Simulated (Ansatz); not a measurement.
# In3TeW: one candidate of a structure search, part 2 of 2

Where does this trial cell of In3TeW go when cell and atoms are let free?

Ansatz 0.2.0; DFT PBE, scalar-relativistic, plane waves, PAW. The steps go on from the part before.

## 4. Final relaxation

The end of the coarse run is made exact in the group found at a tolerance of 0.06 Å and reduced to its primitive cell.

File input.yaml:

```yaml
crystal:
  lattice:
    - [5.3937043645, 0.0, 0.0]
    - [0.0, 5.3937043645, 0.0]
    - [0.0, 0.0, 5.3937043645]
  atoms:
    - { symbol: In, position: [0.5, 0.5, 0.0] }
    - { symbol: In, position: [0.0, 0.5, 0.5] }
    - { symbol: In, position: [0.5, 0.0, 0.5] }
    - { symbol: Te, position: [0.0, 0.0, 0.0] }
    - { symbol: W, position: [0.5, 0.5, 0.5] }
basis:
  ecutwfc: 420
kpoints:
  mp_grid: { grid: [8, 8, 8] }
hamiltonian:
  xc: pbe
scf:
  occupations: { method: gaussian, width: 0.1 }
output:
  forces: true
  stress: true
  eigenvalues: true
  write_density: true
  write_potential: true
  elf: true
  volumetric_format: npy
relax:
  adjacent_minimum: "off"
  f_tol: 0.01
  max_steps: 80
  cell: { stress_tol: 0.05 }
```

The run is started by

```
$ ansatz run input.yaml --threads 1 --pin off --max-ram 2048MiB --backend cpu --events-out ev --progress --plain --runs-dir out
```

What it wrote, shortened:

```text
Warning: RAYON_NUM_THREADS=1 ignored (pool sized by the plan → 1); use --threads N
[...]
Pseudopotentials: kind: paw
Pseudopotential: In, paw, valence charge 13, recommended cutoff 420 eV (normal), In.paw.azcp
Pseudopotential: Te, paw, valence charge 16, recommended cutoff 420 eV (normal), Te.paw.azcp
Pseudopotential: W, paw, valence charge 14, recommended cutoff 420 eV (normal), W.paw.azcp
Functional definition: PBE
[...]
Crystal: 5 atoms, lattice volume = 156.914 Å³
Basis set: ecut = 420 eV, 3071 PW (Γ), exchange–correlation on 80×80×80 points (8 copies of the dense FFT grid, shifted against one another)
Bands: 42, of which v1, the nominal top of the filled ones, is band 35 counted from 1 (34 counted from 0)
Symmetry: 48 space group operations
Space group: Pm-3m (ITA 221), of the structure as read, at distance tolerance 5.4e-5 Å
k-points: 35 of 512
[...]
  atom   3  In     0.00000000    -0.00000000    -0.00000000
  atom   4  Te    -0.00000000     0.00000000    -0.00000000
  atom   5  W      0.00000000    -0.00000000    -0.00000000
[...]
--- Stress (GPa, compression-positive) ---
       -0.009777       0.000000       0.000000
        0.000000      -0.009777       0.000000
        0.000000       0.000000      -0.009777
  P = ⅓ Tr σ = -0.0098 GPa (-0.098 kbar)
--- Band table (eV; the first three rows and the last of 35) ---
[...]
--- Relaxed structure (1 steps of the walk, 1 accepted, 1 SCFs on fresh bases) ---
  F+E_penalty+E_count = -34154.19360027 eV   max|allowed force component| = 5.548e-29 eV/Å   (the final SCF, on the basis selected at the relaxed cell)
  cell:  # Å, volume = 156.9139 Å³
    - [5.3937043645, 0.0, 0.0]
    - [0.0, 5.3937043645, 0.0]
    - [0.0, 0.0, 5.3937043645]
  atoms:
    - { symbol: In, position: [0.5, 0.5, 0.0] }
    - { symbol: In, position: [0.0, 0.5, 0.5] }
    - { symbol: In, position: [0.5, 0.0, 0.5] }
    - { symbol: Te, position: [0.0, 0.0, 0.0] }
    - { symbol: W, position: [0.5, 0.5, 0.5] }
```

Wall time 34 s (1 thread of Arm Neoverse V2, shared host); peak memory 0.53 GiB.

Step by step:

| step | E - E(step 1) (eV/cell) | largest force component (eV/Å) | pressure (GPa) | volume (Å³) |
| --- | --- | --- | --- | --- |
| 1 | 0.0000 | 0.0000 | -0.01 | 156.91 |
| 2 | 0.0000 | 0.0000 | -0.01 | 156.91 |

Step 1 is the start. Step 2 repeats the geometry before it on a plane-wave basis chosen anew for that cell, so its energy need not be comparable with the rows above.

|  | before | after | change |
| --- | --- | --- | --- |
| a (Å) | 5.394 | 5.394 | 0.0 % |
| b (Å) | 5.394 | 5.394 | 0.0 % |
| c (Å) | 5.394 | 5.394 | 0.0 % |
| volume (Å³/atom) | 31.38 | 31.38 | 0.0 % |
| shortest distance (Å) | 2.697 | 2.697 | 0.0 % |
| space group (0.01 Å) | Pm-3m | Pm-3m | same |

Forces and stress were held to the start's 48 operations: a distortion of lower symmetry was not tested.

Density in a lattice plane of the grid's cell (edges 5.39 and 5.39 Å, at 0.500 of the third edge), which holds In and W.

Ten even steps from ' ' (0.02 e/Å³) to '@' (11.91 e/Å³):
```
                  ..--**##**--..                
                    ..::--::..                  
                                                
                                                
                                                
                                                
..                    ......                    
--::..            ..::------::..            ..::
##**--..          ..--======--..          ..--**
@@%%==..          ::====--====::          ..==%%
##**--..          ..--======--..          ..--**
--::..            ..::------::..            ..::
..                    ......                    
                                                
                                                
                                                
                                                
                    ..::--::..                  
                  ..--**##**--..                
                  ..==%%@@%%==..                
```
Columns run along the first of these edges and rows up along the second, over one cell in 24 and 20 even steps from the bottom left corner. Atoms in the plane (fractional): In at (0.50, 0.00), In at (0.00, 0.50), W at (0.50, 0.50).

ELF in the same plane.

Ten even steps from ' ' (0.00) to '@' (0.71):
```
        ..::----==--..      ..--==----::..      
        ..::----------......----------::..      
..........::--==------------------==--::........
::::::::::--====++++==========++++====--::::::::
----------======++++++++++++++++++======--------
--------==++++==----==========----==++++==------
--==----==++++==----++######++----==++++==----==
..::----==++++==--**%%@@@@@@%%**--==++++==----::
    ..--==++++==++%%@@##++##@@%%++==++++==--..  
      ::--==++==**@@@@==..==@@@@**==++==--::    
    ..--==++++==++%%@@##++##@@%%++==++++==--..  
..::----==++++==--**%%@@@@@@%%**--==++++==----::
--==----==++++==----++######++----==++++==----==
--------==++++==----==========----==++++==------
----------======++++++++++++++++++======--------
::::::::::--====++++==========++++====--::::::::
..........::--==------------------==--::........
        ..::----------......----------::..      
        ..::----==--..      ..--==----::..      
        ..::----==--          --==----::..      
```
Columns run along the first of these edges and rows up along the second, over one cell in 24 and 20 even steps from the bottom left corner. Atoms in the plane (fractional): In at (0.50, 0.00), In at (0.00, 0.50), W at (0.50, 0.50).

Both are smooth fields of the valence electrons: close to the nuclei they are not physical.

Outside the cores ELF peaks at 0.67 beside Te, off the lines to its neighbours, 1.4 Å from Te.

## 5. Summary of results

The summary covers parts 1 to 2. Changes of volume or cell count from the first structure of part 1.

| quantity | value |
| --- | --- |
| symmetry at the end (tolerance 0.05 Å) | space group Pm-3m (No. 221) |
| conventional cell | a = 5.394 Å, b = 5.394 Å, c = 5.394 Å, α = 90.00°, β = 90.00°, γ = 90.00° |
| volume | 31.38 Å³/atom |
| energy over the elements | +0.83 eV/atom |
| gap on the mesh | none (metal) |

The space group Pm-3m (No. 221) is kept, and the volume per atom grows by 23.9 % from the first guess. The formation energy is positive, so the separate elements lie lower. No finished test with a distortion of lower symmetry is shown, so the end may be a saddle point. The runs treat Te, W without spin-orbit coupling.
